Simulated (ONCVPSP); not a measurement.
# Pseudopotential generation for Cr: ONCV, PBE

Do these settings give a usable potential? It is generated, then checked for transferability, scattering, ghosts and hardness.

Method: ONCVPSP 4.0.1, PBE, scalar-relativistic.

3 further runs of the same task are left out: 2 that didn't finish, 1 set aside as unsound or not needed.

## 1. Settings

The settings as typed:

```
element                 : chromium (Cr, Z = 24)
type                    : optimised norm-conserving Vanderbilt (ONCV)
frozen core             : [Ne]
valence charge          : 14
reference configuration : 3s2 3p6 3d5 4s0.75 4p0.25
partial waves           : 3s+4s: rc 1.60 bohr, ncon 3, nbas 6, qcut 7.8 1/bohr, 2 projectors; 3p+4p: rc 1.55 bohr, ncon 4, nbas 7, qcut 9 1/bohr, 3 projectors, debl 1.4 Ha; 3d: rc 1.50 bohr, ncon 3, nbas 8, qcut 9.8 1/bohr, local; f scattering state at 0.19 Ha: rc 1.50 bohr, ncon 3, nbas 7, qcut 8.5 1/bohr, 2 projectors, debl 2.7 Ha
local potential         : the d channel
core correction         : polynomial model core, fcfact 0.35
```

The nodes and maxima of the atom's own shells, from an earlier all-electron run, set the scale for the radii.

All-electron outer shells of the reference configuration (PBE, scalar-relativistic, ld1.x):

| shell | level (eV) | outermost node (bohr) | outermost maximum (bohr) |
| --- | --- | --- | --- |
| 2s | -667.49 | 0.09 | 0.24 |
| 2p | -561.04 | – | 0.20 |
| 3s | -74.36 | 0.36 | 0.78 |
| 3p | -45.82 | 0.33 | 0.80 |
| 4s | -4.27 | 1.12 | 2.74 |
| 3d | -3.28 | – | 0.84 |
| 4p | -1.20 | 1.25 | 3.89 |

## 2. Generating the potential

Input file Cr.dat:

```
# ATOM AND REFERENCE CONFIGURATION
# atsym  z   nc   nv     iexc    psfile
  Cr 24.00    3    5        4      upf
#
#   n    l    f
    1    0    2.00
    2    0    2.00
    2    1    6.00
    3    0    2.00
    3    1    6.00
    3    2    5.00
    4    0    0.75
    4    1    0.25
#
# PSEUDOPOTENTIAL AND OPTIMIZATION
# lmax
    3
#
#   l,   rc,      ep,       ncon, nbas, qcut
    0    1.60    0.00    3    6    7.80
    1    1.55    0.00    4    7    9.00
    2    1.50    0.00    3    8    9.80
    3    1.50    0.19    3    7    8.50
#
# LOCAL POTENTIAL
# lloc, lpopt,  rc(5),   dvloc0
    2    5    1.50    0.00
#
# VANDERBILT-KLEINMAN-BYLANDER PROJECTORs
# l, nproj, debl
    0    2    2.80
    1    3    1.40
    2    0    1.50
    3    2    2.70
#
# MODEL CORE CHARGE
# icmod, fcfact, rcfact
    1    0.35    0.00
#
# LOG DERIVATIVE ANALYSIS
# epsh1, epsh2, depsh
   -4.00    5.00    0.02
#
# OUTPUT GRID
# rlmax, drl
    6.00    0.01
#
# TEST CONFIGURATIONS
# ncnf
    4
# nvcnf
#   n    l    f
    5
    3    0    2.00
    3    1    6.00
    3    2    5.00
    4    0    1.00
    4    1    0.00
#
    5
    3    0    2.00
    3    1    6.00
    3    2    5.00
    4    0    0.00
    4    1    0.00
#
    5
    3    0    2.00
    3    1    6.00
    3    2    4.00
    4    0    0.00
    4    1    0.00
#
    5
    3    0    2.00
    3    1    6.00
    3    2    2.00
    4    0    0.00
    4    1    0.00
#
```

Run with:

```
$ oncvpsp.x < Cr.dat > Cr.out
```

**Question.** What will these runs give? Wanted: cutoffs for 1 and 0.1 mHa per electron, occupied waves; bound ghosts; GHOST(+) flags; largest test error; largest phase difference near zero energy, channels read; rms error of d²Exc/dn², without and with the model core.

**Answer**, as computed:

| quantity | value |
| --- | --- |
| cutoffs for 1 and 0.1 mHa per electron, occupied waves | 37 Ha and 42 Ha |
| bound ghosts | s at -282.19 eV |
| GHOST(+) flags | none at low energy |
| largest test error (AE − PS) | +0.2 meV, for 3s2 3p6 3d5 4s1 4p0 (2 tests unsolved) |
| largest phase difference near zero energy, channels read | 0.012 rad |
| rms error of d²Exc/dn², without and with the model core | 1.89 and 1.16 mHa |

What this shows: It has a bound ghost (s), a state that the atom doesn't have, and that rules the file out. The worst unpolarised test, 3s2 3p6 3d5 4s1 4p0, is off by 0.2 meV on 0.8 eV; by total energies transferability rates as very good where solved. Atomic tests can pass in spite of a ghost, since they solve only for the levels asked. Of the tests 2 gave no usable energy difference, which is a warning in itself. The potential is hard: the looser tolerance needs 37 Ha. At the looser tolerance the 3d wave is the slowest; 3p needs 26 Ha. Near zero energy the phases of the channels with partial waves agree within 0.012 rad.
